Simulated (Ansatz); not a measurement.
The system is Hf2Pd2Se2Br2O3.

```
Hf Pd Se Br O
1.0
     5.60663   -0.09346   -0.01409
     1.61393    5.33512    0.00251
     1.36916    1.91529    8.31543
Hf Pd Se Br O
2 2 2 2 3
Direct
  0.23317 0.65161 0.02284
  0.76683 0.34839 0.97716
  0.00000 0.50000 0.50000
  0.00000 0.00000 0.50000
  0.02419 0.33917 0.25331
  0.97581 0.66083 0.74669
  0.50000 0.50000 0.50000
  0.50000 0.00000 0.50000
  0.44792 0.35724 0.92101
  0.55208 0.64276 0.07899
  0.00000 0.00000 0.00000
```

The cell was built by a generator and needn't be a form met in nature.

| Property | Result |
| --- | --- |
| Program | Ansatz 0.2.0 |
| Task | relaxation of cell and atoms |
| Functional | r2SCAN |
| Dispersion | rVV10 |
| Potentials or basis | Ansatz PAW |
| Cutoff | 500 eV (not typed: the program's choice for these potentials) |
| k mesh | 4 × 4 × 3 |
| Occupations | fermi-dirac, width 0.05 eV |
| Spin | no spin polarisation |

At the start: volume 22.73 Å³/atom.

**Question.** Where does the relaxation end?

**Answer.** It ends after 20 steps and the volume is 21.63 Å³/atom (-4.8 %); space group P-1 (No. 2, to 0.05 Å).

The path:
| step | energy change (eV) | largest force (eV/Å) | volume (Å³) |
| --- | --- | --- | --- |
| 1 | 0.0000 | 0.3918 | 250.02 |
| 2 | -0.0289 | 0.5862 | 233.60 |
| 3 | -0.0930 | 0.1095 | 240.50 |
| 4 | -0.0966 | 0.0505 | 240.28 |
| 5 | -0.1016 | 0.1169 | 239.89 |
| 6 | -0.1043 | 0.1052 | 239.93 |
| 7 | -0.1061 | 0.0556 | 239.90 |
| 8 | -0.1065 | 0.0315 | 239.68 |
| 9 | -0.1069 | 0.0120 | 239.64 |
| 10 | -0.1070 | 0.0172 | 239.70 |
| 11 | -0.1076 | 0.0316 | 239.58 |
| 12 | -0.1090 | 0.0580 | 239.56 |
| 13 | -0.1125 | 0.0761 | 239.18 |
| 14 | -0.1209 | 0.1073 | 238.98 |
| 15 | -0.1408 | 0.1654 | 238.00 |
| 16 | -0.1467 | 0.0645 | 237.22 |
| 17 | -0.1482 | 0.0225 | 237.87 |
| 18 | -0.1483 | 0.0118 | 237.99 |
| 19 | -0.1483 | 0.0026 | 237.97 |
| 20 | -0.1446 | 0.0043 | 237.97 |

Final structure:
```yaml
crystal:
  lattice:
    - [5.21739, -0.08403, -0.01193]
    - [1.51539, 5.60953, -0.01639]
    - [1.28113, 1.98579, 8.08816]
  atoms:
    - { symbol: Hf, position: [0.22733, 0.66561, 0.02007] }
    - { symbol: Hf, position: [0.77267, 0.33439, 0.97993] }
    - { symbol: Pd, position: [0.00000, 0.50000, 0.50000] }
    - { symbol: Pd, position: [0.00000, 0.00000, 0.50000] }
    - { symbol: Se, position: [0.03010, 0.33448, 0.25631] }
    - { symbol: Se, position: [0.96990, 0.66552, 0.74369] }
    - { symbol: Br, position: [0.50000, 0.50000, 0.50000] }
    - { symbol: Br, position: [0.50000, 0.00000, 0.50000] }
    - { symbol: O, position: [0.42325, 0.35485, 0.93486] }
    - { symbol: O, position: [0.57675, 0.64515, 0.06514] }
    - { symbol: O, position: [0.00000, 0.00000, 0.00000] }
```

Caveat: the plane-wave basis is chosen anew once the cell has moved, so the energies of steps on either side of that aren't comparable; the PAW data sets come from PBE, with cores solved anew for the run's functional, which leaves a small shift of forces and pressure.
